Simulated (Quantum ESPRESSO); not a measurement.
The system is Mo2C3.

```
Mo C
1.0
     3.98698    0.00000    0.00000
     0.00000    3.98698    0.00000
     0.00000    0.00000    3.98698
Mo C
2 3
Direct
  0.50000 0.50000 0.50000
  0.00000 0.00000 0.00000
  0.00000 0.50000 0.50000
  0.50000 0.00000 0.50000
  0.50000 0.50000 0.00000
```

The cell was built by a generator and needn't be a form met in nature.

| Quantity | Value |
| --- | --- |
| Program | Quantum ESPRESSO 7.5 |
| Task | phonons |
| Functional | PBE |
| Potentials or basis | GBRV 1.5 PBE |
| Cutoff | 612 eV |
| Density cutoff | 4898 eV |
| k mesh | 7 × 7 × 7 |
| Occupations | cold, width 0.2 eV |
| Spin | no spin polarisation |
| Mixing beta | 0.5 |
| Most SCF iterations | 120 |
| SCF threshold | 1e-09 Ry |

The cell and the atoms were relaxed first, to 12.39 Å³/atom (a = 3.956 Å, b = 3.956 Å, c = 3.956 Å, α = 90.00°, β = 90.00°, γ = 90.00°), and the response was taken there.

Q: Where do the zone-centre optical modes lie?

A: T2u at 519i cm⁻¹ (silent); T1u at 501i cm⁻¹ (IR); T1u at 237i cm⁻¹ (IR); T1u at 790 cm⁻¹ (IR). Imaginary frequencies mark an instability of this cell.

Optical modes at Γ, degenerate ones joined:
```
cm⁻¹  components  symmetry  active in
519i           3       T2u     silent
501i           3       T1u         IR
237i           3       T1u         IR
 790           3       T1u         IR
```

Caveat: the mesh is thin for the phonons of a metal; some modes are imaginary.
